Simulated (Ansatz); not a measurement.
# 4 H2O + 1 HCOOH in a periodic box: a dynamics run in two tries

Wanted: a short trajectory, and a check that the input is sound. The molecules were packed at random to 0.824 g/cm³.

All numbers below are computed with Ansatz 0.2.0 (DFT LDA, plane waves, PAW, scalar-relativistic, no spin polarisation).

## 1. The starting structure

The cell holds 17 atoms (CH10O6): a = 6.196 Å, b = 6.196 Å, c = 6.196 Å, α = 90.00°, β = 90.00°, γ = 90.00°.

Its coordinates follow in the input file.

## 2. First try

Input file input.yaml:

```yaml
crystal:
  lattice:
    - [6.196286, 0.0, 0.0]
    - [0.0, 6.196286, 0.0]
    - [0.0, 0.0, 6.196286]
  atoms:
    - { symbol: O, position: [0.43941537, -0.00882551, 1.08499758] }
    - { symbol: H, position: [0.60584515, 0.01225099, 1.08814224] }
    - { symbol: H, position: [0.38987515, 0.08012783, 0.97908696] }
    - { symbol: O, position: [0.81663317, 0.51765614, 0.53152131] }
    - { symbol: H, position: [0.70348925, 0.62094247, 0.49319293] }
    - { symbol: H, position: [0.72754903, 0.38447288, 0.50246026] }
    - { symbol: O, position: [0.73746641, 0.31553259, 0.95915016] }
    - { symbol: H, position: [0.76191912, 0.41629091, 0.84889662] }
    - { symbol: H, position: [0.87280743, 0.26879921, 1.02425335] }
    - { symbol: O, position: [0.28957199, 0.29912382, 0.45138053] }
    - { symbol: H, position: [0.39623096, 0.21702727, 0.36675358] }
    - { symbol: H, position: [0.22170643, 0.21516785, 0.57115748] }
    - { symbol: O, position: [0.21658472, 0.69895969, 0.88066971] }
    - { symbol: C, position: [0.23145201, 0.71322288, 0.6668749] }
    - { symbol: O, position: [0.35525414, 0.85036691, 0.56623859] }
    - { symbol: H, position: [0.29705266, 0.80872296, 0.95043108] }
    - { symbol: H, position: [0.10933884, 0.62316659, 0.5727021] }
basis:
  ecutwfc: 420.0
kpoints:
  mp_grid: { grid: [1, 1, 1] }
hamiltonian:
  xc: lda
scf:
  occupations: { method: fermi_dirac, width: 0.02 }
  lower_state_search: "off"
  max_iter: 55
md:
  timestep: 0.5
  n_steps: 25
  ensemble: nve
  temperature: 700.0
  initial_velocities: maxwell_boltzmann
  seed: 428396
  friction: 0.05
  pressure: 0.0
  fix_cell: [angles]
  temperature_schedule: [{ n_steps: 10, end_temperature: 100.0 }]
```

Launch:

```bash
ansatz run input.yaml --threads 1 --pin off --max-ram 3072MiB --backend cpu --events-out ev --progress --plain --runs-dir out
```

**Question.** What will these runs give? Wanted: first try.

As calculated:

```
 quantity                                                                             value
first try                                                                           refused
    cause  a temperature schedule needs a thermostat, and a run at constant energy has none
```

The fault in the first input was caught at the input check and cost nothing.
